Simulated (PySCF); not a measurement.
# C40H18BP: the cost of one run

Programs: PySCF 2.14.0, with routines of our own; each step states its level. All values are computed. Atoms count from 0.

## 1. The system as given

60 atoms, charge 0, multiplicity 1; geometry from: GFN2-xTB.

## 2. Electronic excitations: TDDFT PW91/LANL2DZ in dichloromethane

What the job is given:

```
{"job": {"kind": "uv", "basis": "LANL2DZ", "grid": 1, "kgrid": 1, "vcut": 0.3, "nstates": 1, "ntriplets": 2, "tda": false, "delta": [], "pop": false, "xc": "PW91", "solvent": "dichloromethane"}, "charge": 0, "multiplicity": 1}
C     -3.559754    -4.446191    -0.583062
C     -4.159449    -3.223709    -0.555091
B     -3.275290    -1.991258    -0.450916
C     -3.764318    -0.541920    -0.323950
C     -5.123813    -0.254960    -0.309989
C     -5.593886     1.038531    -0.182622
C     -4.688577     2.063244    -0.046037
C     -3.307881     1.823792    -0.029286
C     -2.382951     2.920693     0.083251
C     -2.830115     4.218146     0.369798
C     -2.007194     5.311105     0.262629
C     -0.697703     5.120459    -0.142960
C     -0.206681     3.838736    -0.297850
C     -1.009410     2.686385    -0.160946
C     -0.499713     1.330488    -0.219329
C      0.921328     1.077086    -0.112277
C      1.863588     2.108827    -0.055110
C      3.186790     1.919338     0.444864
C      3.672559     0.560920     0.560952
C      5.006290     0.290600     0.853936
C      5.466089    -1.008820     0.928242
C      4.613932    -2.054698     0.654391
C      3.285356    -1.826912     0.290565
C      2.411544    -2.914643    -0.074019
C      2.915204    -4.192951    -0.316529
C      2.074785    -5.229273    -0.656654
C      0.711979    -5.021099    -0.713178
C      0.161552    -3.765488    -0.466181
C     -1.266137    -3.533794    -0.482808
C     -1.760460    -2.199999    -0.406745
C     -0.894002    -1.106461    -0.264234
C     -1.397748     0.251177    -0.218575
C     -2.821965     0.508459    -0.197202
C      0.511244    -1.339061    -0.125673
C      1.024190    -2.674909    -0.204524
C      1.394770    -0.264266     0.035404
C      2.784820    -0.505588     0.285124
C     -2.160729    -4.590012    -0.543257
C      3.934477     2.991734     0.895417
C      3.545264     4.347554     0.853828
C      2.450332     4.798042     0.199269
P      1.506359     3.676659    -0.815599
H     -4.145819    -5.357461    -0.641288
H     -5.241390    -3.201933    -0.600584
H     -5.826608    -1.067138    -0.411912
H     -6.654340     1.245698    -0.192913
H     -5.066681     3.069498     0.027049
H     -3.849044     4.376857     0.680004
H     -2.378017     6.302954     0.472159
H     -0.048778     5.967862    -0.307132
H      5.706401     1.093543     1.016705
H      6.495956    -1.201728     1.188796
H      4.991499    -3.060458     0.734289
H      3.975249    -4.380405    -0.276701
H      2.481718    -6.205646    -0.875022
H      0.077380    -5.850028    -0.979441
H     -1.786765    -5.602619    -0.547445
H      4.864585     2.791875     1.403218
H      4.163492     5.051304     1.397440
H      2.220394     5.852760     0.156193
```

Level: TDDFT PW91/LANL2DZ, vertical, IEF-PCM dichloromethane (non-equilibrium linear response), core orbitals frozen in the response, virtual orbitals cut by energy.

On the command line:

```
> OMP_NUM_THREADS=4 python large_run.py task.json out
```

One launch serves the whole session: the jobs run in the order shown.

Q: Estimate the wall time and peak memory of this first job on 4 threads of Intel Xeon Platinum 8259CL at 2.50GHz, shared host.

About 89 s, with a peak of 2.7 GiB.
